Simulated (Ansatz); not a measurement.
# CH3Cl3NNb: the cost of one run

Method: the settings change from run to run; program: Ansatz 0.2.0, Gaussian basis.

### Step 1. The molecule

The structure was relaxed beforehand with PBE0-D4 in a triple-zeta def2 set. Nb takes a core potential in def2 sets; no spin-orbit term is included.

9 atoms, charge 0, spin multiplicity 1.

Atoms are counted from 1 here; the program's logs count them from 0.

Bond lengths: C1–N2 1.418 Å, C1–H7 1.094 Å, C1–H8 1.094 Å, C1–H9 1.094 Å, N2–Nb3 1.723 Å, Nb3–Cl4 2.290 Å, Nb3–Cl5 2.290 Å, Nb3–Cl6 2.290 Å. Angles: N2–C1–H7 110.3°, N2–C1–H8 110.3°, N2–C1–H9 110.3°, H7–C1–H8 108.6°, H7–C1–H9 108.6°, H8–C1–H9 108.6°, C1–N2–Nb3 179.9°, N2–Nb3–Cl4 106.1°, N2–Nb3–Cl5 106.2°, N2–Nb3–Cl6 106.1°, Cl4–Nb3–Cl5 112.6°, Cl4–Nb3–Cl6 112.6°, Cl5–Nb3–Cl6 112.6°.

Coordinates:

```xyz
9
CH3Cl3NNb
C     0.2448   -1.3191    0.9492
N     0.0435   -0.1827    0.1257
Nb   -0.2048    1.1988   -0.8737
Cl   -1.9447    0.6724   -2.2660
Cl    1.7584    1.5288   -2.0051
Cl   -0.7049    2.9270    0.5427
H    -0.6534   -1.5250    1.5389
H     0.4691   -2.1975    0.3368
H     1.0806   -1.1489    1.6344
```

### Step 2. wB97/def2-mTZVP

Set apart from the defaults: multiplicity 3, a point charge of -1.00 e beside it, relativity set to none.

File in.yaml:

```yaml
crystal:
  periodic: [false, false, false]
  atoms:
    - {symbol: C, position_ang: [0.244830, -1.319123, 0.949229]}
    - {symbol: N, position_ang: [0.043488, -0.182693, 0.125748]}
    - {symbol: Nb, position_ang: [-0.204839, 1.198836, -0.873688]}
    - {symbol: Cl, position_ang: [-1.944689, 0.672362, -2.266015]}
    - {symbol: Cl, position_ang: [1.758353, 1.528772, -2.005119]}
    - {symbol: Cl, position_ang: [-0.704905, 2.927048, 0.542658]}
    - {symbol: H, position_ang: [-0.653441, -1.525005, 1.538892]}
    - {symbol: H, position_ang: [0.469106, -2.197517, 0.336769]}
    - {symbol: H, position_ang: [1.080597, -1.148877, 1.634425]}
basis:
  gaussian: {orbitals: def2-mTZVP, point_charges: [{charge: -1.00, position_ang: [5.268, 0.384, -0.533]}]}
magnetization: {spin_polarized: true, initial_magnetization: 2}
hamiltonian: {xc: {name: wB97}, pseudopotentials: {relativity: none}}
output: {forces: true}
```

Launch:

```sh
ansatz run in.yaml --threads 4 --pin off --events-out ev --progress --plain --max-ram 11315MiB
```

Q: Estimate wall time and peak memory on 4 threads of Arm Neoverse V2, shared host.

About 49 s, with a peak of 0.86 GiB.
